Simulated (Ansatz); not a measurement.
# The antimony atom (quartet): from Hartree-Fock to the top rungs, def2-TZVPD

How much of the correlation energy of the antimony atom (quartet) does each wave-function method recover here?

Computed with Ansatz 0.2.0, Gaussian basis. Level: def2-TZVPD, core rule «outside noble gas», up to 9 orbitals frozen.

To be run: UHF; CCSD(T) on ROHF; CCSD(T) on UHF; BCCD(T) on ROHF; CISD; CCSDT(Q) on ROHF; CCSDT(Q) on UHF; CASSCF and MRCISD+Q, 5 electrons in 4 orbitals; CASSCF and MRCISD+Q(relaxed), 5 electrons in 4 orbitals; CASSCF and NEVPT4(SD), 5 electrons in 4 orbitals; CASSCF and NEVPT2, 5 electrons in 4 orbitals; Full CI.

### 1 The atom

A free atom, in its lowest state of this spin that the program finds. No spin-orbit coupling is included. Elements past krypton take def2 core potentials.

1 atom, charge 0, spin multiplicity 4.

### 2 UHF

The input, in.yaml:

```yaml
crystal:
  periodic: [false, false, false]
  atoms:
    - {symbol: Sb, position_ang: [0.000000, 0.000000, 0.000000]}
basis:
  gaussian: {orbitals: def2-TZVPD}
magnetization: {spin_polarized: true, initial_magnetization: 3}
hamiltonian: {xc: hf}
output: {orbitals: {seedname: orbitals}}
```

Run with:

```console
$ ansatz run in.yaml --threads 1 --pin off --events-out ev --progress --plain --max-ram 2393MiB
```

After this run come: CCSD(T) on ROHF; CCSD(T) on UHF; BCCD(T) on ROHF; CISD; CCSDT(Q) on ROHF; CCSDT(Q) on UHF; CASSCF and MRCISD+Q, 5 electrons in 4 orbitals; CASSCF and MRCISD+Q(relaxed), 5 electrons in 4 orbitals; CASSCF and NEVPT4(SD), 5 electrons in 4 orbitals; CASSCF and NEVPT2, 5 electrons in 4 orbitals; Full CI.

**Question.** What will the summary of the whole plan be? Wanted: FCI below the RHF energy; RMP2 from FCI; UMP2 from FCI; RCCSD from FCI; RCCSD(T) from FCI; UCCSD(T) from FCI; RCCSDT(Q) from FCI; UCCSDT(Q) from FCI; NEVPT2 valence from FCI.

As calculated:

| quantity | value |
| --- | --- |
| FCI below the RHF energy | -2.0934 eV |
| RMP2 from FCI | +40.6 kJ/mol |
| UMP2 from FCI | +38.1 kJ/mol |
| RCCSD from FCI | +8.2 kJ/mol |
| RCCSD(T) from FCI | +1.6 kJ/mol |
| UCCSD(T) from FCI | -1.4 kJ/mol |
| RCCSDT(Q) from FCI | 0.0 kJ/mol |
| UCCSDT(Q) from FCI | -3.0 kJ/mol |
| NEVPT2 valence from FCI | +42.0 kJ/mol |
| NEVPT4(SD) valence from FCI | +3.7 kJ/mol |
| MRCISD+Q valence from FCI | +0.8 kJ/mol |
| levels within 1 kcal/mol (43 meV) | RCCSD(T), UCCSD(T), BCCD(T), RCCSDT, UCCSDT, RCCSDT(Q), UCCSDT(Q), NEVPT4(SD) valence, MRCISD+Q valence, MRCISD+Q(relaxed) valence |
| T1 diagnostic | 0.005 |
| effectively unpaired electrons | 3.01 |

What this shows: RCCSD(T) lands +1.6 kJ/mol from the yardstick (0.8 % of the correlation energy). CCSD(T) misses by +1.6 kJ/mol on the restricted determinant and by -1.4 kJ/mol on the unrestricted one; the two need not hold the same state or core. UCCSD(T), UCCSDT, UCCSDT(Q) fall below full CI: unrestricted runs freeze a spin-polarised core, another one than full CI's, and coupled cluster isn't variational. One determinant dominates. Of the multireference levels listed MRCISD+Q valence comes nearest in total energy (+0.8 kJ/mol), which doesn't show that its space is the better one. These misses are within one basis, not against nature; the frozen cores of restricted and unrestricted runs differ, which can shift their rows.
